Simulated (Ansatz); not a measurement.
Geometry optimisation, DFT PBE, scalar-relativistic, plane waves, PAW (Ansatz 0.2.0).

Input file:

```yaml
crystal:
  lattice:
    - [5.048742, 0.0, 0.0]
    - [2.524371, 4.372339, 0.0]
    - [0.0, 0.0, 16.776426]
  atoms:
    - { symbol: H, position: [0.1666667, 0.1666667, 0.0596075] }
    - { symbol: H, position: [0.6666667, 0.1666667, 0.0596075] }
    - { symbol: H, position: [0.1666667, 0.6666667, 0.0596075] }
    - { symbol: H, position: [0.6666667, 0.6666667, 0.0596075] }
    - { symbol: C, position: [0.1666667, 0.1666667, 0.1251757] }
    - { symbol: C, position: [0.6666667, 0.1666667, 0.1251757] }
    - { symbol: C, position: [0.1666667, 0.6666667, 0.1251757] }
    - { symbol: C, position: [0.6666667, 0.6666667, 0.1251757] }
    - { symbol: C, position: [-0.1666667, 0.3333333, 0.1558905] }
    - { symbol: C, position: [0.3333333, 0.3333333, 0.1558905] }
    - { symbol: C, position: [-0.1666667, 0.8333333, 0.1558905] }
    - { symbol: C, position: [0.3333333, 0.8333333, 0.1558905] }
    - { symbol: C, position: [-0.1666667, 0.3333333, 0.248035] }
    - { symbol: C, position: [0.3333333, 0.3333333, 0.248035] }
    - { symbol: C, position: [-0.1666667, 0.8333333, 0.248035] }
    - { symbol: C, position: [0.3333333, 0.8333333, 0.248035] }
    - { symbol: C, position: [0.0, 0.0, 0.2787498] }
    - { symbol: C, position: [0.5, 0.0, 0.2787498] }
    - { symbol: C, position: [0.0, 0.5, 0.2787498] }
    - { symbol: C, position: [0.5, 0.5, 0.2787498] }
    - { symbol: H, position: [0.0, 0.5, 0.344318] }
    - { symbol: H, position: [0.5, 0.5, 0.344318] }
    - { symbol: F, position: [0.4940946, 0.2511546, 0.3651806] }
    - { symbol: H, position: [0.6013699, 0.3379223, 0.3890236] }
basis:
  ecutwfc: 420.0
kpoints:
  mp_grid: { grid: [3, 3, 1] }
hamiltonian:
  xc: pbe
  pseudopotentials: { kind: paw, azcp: { folder: soft_1 } }
scf:
  occupations: { method: gaussian, width: 0.05 }
  lower_state_search: "off"
relax:
  f_tol: 0.03
  max_steps: 60
  adjacent_minimum: "off"
  constraints: [{ sites: [0, 1, 2, 3, 4, 5, 6, 7, 8, 9, 10, 11] }]
```

Run as:

```bash
$ ansatz run input.yaml --threads 1 --pin off --max-ram 3072MiB --backend cpu --events-out ev --progress --plain --runs-dir out
```

Task: Where does it end, and by what steps?

Result: It converged. Limits of this set-up: coarse k mesh, thin slab, slab without dipole correction, no dispersion correction for a molecule that may bind weakly. After 19 steps the energy has fallen by 6.471 eV; H24 moved furthest, 1.77 Å. The start is strongly strained (largest force component 9 eV/Å).

```csv
step,energy less start (eV),largest force component (eV/Å),accepted
0,0.0000,9.003,yes
1,-3.0954,5.580,yes
2,-4.4870,3.227,yes
3,-5.0876,1.835,yes
4,-5.4325,1.199,yes
5,-5.6730,1.335,yes
6,-5.8099,1.231,yes
7,-5.9112,1.149,yes
8,-5.9986,1.042,yes
9,-6.0840,0.797,yes
10,-6.1780,0.492,yes
11,-6.2781,0.226,yes
12,-6.3603,0.575,yes
13,-6.3736,1.382,yes
14,-6.4361,0.842,yes
15,-6.4633,0.245,yes
16,-6.4685,0.188,yes
17,-6.4698,0.045,yes
18,-6.4704,0.034,yes
19,-6.4706,0.019,yes
```

```xyz
24
Lattice="5.0487 0.0000 0.0000 2.5244 4.3723 0.0000 0.0000 0.0000 16.7764" Properties=species:S:1:pos:R:3
H 1.262 0.729 1.000
H 3.787 0.729 1.000
H 2.524 2.915 1.000
H 5.049 2.915 1.000
C 1.262 0.729 2.100
C 3.787 0.729 2.100
C 2.524 2.915 2.100
C 5.049 2.915 2.100
C 0.000 1.457 2.615
C 2.524 1.457 2.615
C 1.262 3.644 2.615
C 3.787 3.644 2.615
C -0.002 1.426 4.178
C 2.524 1.434 4.191
C 1.269 3.622 4.230
C 3.776 3.624 4.246
C -0.003 -0.018 4.650
C 2.525 -0.037 4.443
C 1.250 2.148 4.693
C 3.795 2.149 4.696
H 1.249 2.147 5.794
H 3.795 2.117 5.796
F 4.313 0.161 7.038
H 4.790 0.023 6.059
```

Time of the run: 5 min on 1 thread of Arm Neoverse N1, with other jobs on the host, peak memory 0.63 GiB.
